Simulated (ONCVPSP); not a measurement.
# Mg: generating and testing an ONCV potential

Task: generate the file, and judge it by its errors in other configurations, its logarithmic derivatives, its ghosts and its cutoff.

The numbers are computed with ONCVPSP 4.0.1.1 (patched build) (LDA (Perdew-Wang 92), scalar-relativistic, spin-unpolarised reference atom).

## Step 1: Starting point

The settings as typed:

```
element                 : magnesium (Mg, Z = 12)
type                    : optimised norm-conserving Vanderbilt (ONCV)
frozen core             : [He]
valence charge          : 10
reference configuration : 2s2 2p6 3s2
partial waves           : 2s+3s: rc 1.20 bohr, ncon 4, nbas 7, qcut 9.4 1/bohr, 2 projectors; 2p: rc 1.20 bohr, ncon 3, nbas 7, qcut 9 1/bohr, local; d scattering state at 0.3 Ha: rc 1.25 bohr, ncon 4, nbas 9, qcut 8.6 1/bohr, 2 projectors, debl 1.5 Ha
local potential         : the p channel
core correction         : not asked for
```

An earlier all-electron run gives the scale for the radii.

All-electron outer shells of the reference configuration (LDA (PZ), scalar-relativistic, ld1.x):

```tsv
shell	level (eV)	outermost node (bohr)	outermost maximum (bohr)
1s	-1253.43	–	0.09
2s	-79.28	0.18	0.55
2p	-46.72	–	0.48
3s	-4.79	0.90	2.53
3p	-1.38	0.96	3.50
```

## Step 2: The generation run

Mg.dat reads:

```
# ATOM AND REFERENCE CONFIGURATION
# atsym  z   nc   nv     iexc    psfile
  Mg 12.00    1    3  -001012      upf
#
#   n    l    f
    1    0    2.00
    2    0    2.00
    2    1    6.00
    3    0    2.00
#
# PSEUDOPOTENTIAL AND OPTIMIZATION
# lmax
    2
#
#   l,   rc,      ep,       ncon, nbas, qcut
    0    1.20    0.00    4    7    9.40
    1    1.20    0.00    3    7    9.00
    2    1.25    0.30    4    9    8.60
#
# LOCAL POTENTIAL
# lloc, lpopt,  rc(5),   dvloc0
    1    5    1.20    0.00
#
# VANDERBILT-KLEINMAN-BYLANDER PROJECTORs
# l, nproj, debl
    0    2    1.90
    1    0    1.40
    2    2    1.50
#
# MODEL CORE CHARGE
# icmod, fcfact, rcfact
    0    0.00    0.00
#
# LOG DERIVATIVE ANALYSIS
# epsh1, epsh2, depsh
   -4.00    5.00    0.02
#
# OUTPUT GRID
# rlmax, drl
    6.00    0.01
#
# TEST CONFIGURATIONS
# ncnf
    4
# nvcnf
#   n    l    f
    3
    2    0    2.00
    2    1    6.00
    3    0    1.00
#
    3
    2    0    2.00
    2    1    6.00
    3    0    0.00
#
    3
    2    0    2.00
    2    1    6.00
    3    0    1.50
#
    4
    2    0    2.00
    2    1    6.00
    3    0    0.00
    3    1    2.00
#
```

Launch:

```sh
$ oncvpsp.x < Mg.dat > Mg.out
```

Q: Predict the outcome of this session. Wanted: cutoffs for 1 and 0.1 mHa per electron, occupied waves; bound ghosts; GHOST(+) flags; largest test error; largest phase difference near zero energy, channels read.

**Answer**, as computed:

| quantity | value |
| --- | --- |
| cutoffs for 1 and 0.1 mHa per electron, occupied waves | 39 Ha and 114 Ha |
| bound ghosts | none found |
| GHOST(+) flags | none at low energy |
| largest test error (AE − PS) | -544 meV, for 2s2 2p6 3s0 3p2 |
| largest phase difference near zero energy, channels read | 0.154 rad |

By total energies transferability is poor: the largest error is 544 meV on 7.3 eV, for 2s2 2p6 3s0 3p2. By its cutoff, 39 Ha for the looser tolerance, it is hard. The tighter tolerance needs 114 Ha, and converged work needs a cutoff nearer that. At the looser tolerance the 2p wave is the slowest; 2s needs 21 Ha. The program's ghost test flags no bound state. Near zero energy the largest phase difference among the channels read is 0.15 rad, in the p channel (at the energies tabulated). These are tests on the free atom; a crystal test is still owed.
